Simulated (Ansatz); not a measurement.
**GeOF+ (singlet): the correlation ladder, cc-pVDZ**

One table from this session's results is given with a row withheld; the runs are named, their logs left out.

The runs use Ansatz 0.2.0, Gaussian basis; cc-pVDZ, core rule «outside noble gas», up to 16 orbitals frozen.

Plan: UHF; CCSD(T) on RHF; CCSD(T) on UHF; BCCD(T) on RHF; CISD; CCSDT(Q) on RHF; CCSDT(Q) on UHF; CASSCF and MRCISD+Q, 14 electrons in 11 orbitals; CASSCF and NEVPT2, 14 electrons in 11 orbitals.

25 further runs of the same task are left out: 2 for a known fault of the program, 12 that didn't finish, 11 set aside as unsound or not needed.

### The geometry

The geometry is a PBE0/def2-TZVP stationary point (not a proven minimum) of the parent state, kept for this charge and spin. No spin-orbit coupling is included. The filled d shell of Ge may be among the frozen orbitals whatever the setting's name suggests; the logs give the count.

3 atoms, charge 1, spin multiplicity 1.

Atoms are counted from 1 here; the program's logs count them from 0.

Bond lengths: F1–Ge3 1.740 Å, O2–Ge3 1.672 Å. Angles: F1–Ge3–O2 117.1°.

Coordinates:

```xyz
3
charge 1, multiplicity 1
F     0.00000    0.53489    1.46766
O     0.00000    0.66704   -1.44026
Ge    0.00000   -0.28682   -0.06663
```

Set-up of the first run:

Contents of in.yaml:

```yaml
crystal:
  periodic: [false, false, false]
  atoms:
    - {symbol: F, position_ang: [0.000000, 0.534894, 1.467658]}
    - {symbol: O, position_ang: [0.000000, 0.667041, -1.440265]}
    - {symbol: Ge, position_ang: [0.000000, -0.286817, -0.066627]}
basis:
  gaussian: {orbitals: cc-pVDZ}
total_charge: 1
magnetization: {spin_polarized: true, initial_magnetization: 0}
hamiltonian: {xc: hf}
output: {orbitals: {seedname: orbitals}}
```

On the command line:

```bash
> ansatz run in.yaml --threads 1 --pin off --events-out ev --progress --plain --max-ram 2393MiB
```

Steps of the session up to this table: UHF; CCSD(T) on RHF; CCSD(T) on UHF; BCCD(T) on RHF; CISD; CCSDT(Q) on RHF; CCSDT(Q) on UHF; CASSCF and MRCISD+Q, 14 electrons in 11 orbitals; CASSCF and NEVPT2, 14 electrons in 11 orbitals.

One of the session's tables, all rows but one given; the rest of the session is left out.

```
          method  from RCCSDT(Q) (kcal/mol)
             RHF                    +319.07
             UHF                    +275.83
            RMP2                     +24.87
            UMP2                     +29.68
           RCCSD                     +16.94
           UCCSD                     +15.82
        RCCSD(T)                      +3.15
        UCCSD(T)                      +6.99
         BCCD(T)                      +3.53
          RCCSDT                          ?
          UCCSDT                      +3.27
       RCCSDT(Q)                          0
       UCCSDT(Q)                      -0.17
  CASSCF valence                    +202.89
  NEVPT2 valence                     +25.70
  MRCISD valence                     +16.45
MRCISD+Q valence                      +3.60
```

**Question.** Estimate the row for RCCSDT.

**Answer.** from RCCSDT(Q) (kcal/mol): +2.92. In the column «from RCCSDT(Q) (kcal/mol)» it lies between RCCSDT(Q) (0) and RCCSD(T) (+3.15).

Not comparable, so not listed: CISD (they don't share determinant, frozen orbitals or solution with the rows shown, or repeat one).

Limits of these values: The determinant is far from a pure spin state, so its energy mixes those of several spin states (harmless only where they are near-degenerate, as at dissociation). Warnings: restricted reference is unstable; spin contamination; large T1 diagnostic. Restricted and unrestricted rows rest on different reference determinants; where their highest levels disagree by more than a few hundredths of an eV, they describe different states and don't form one ladder.
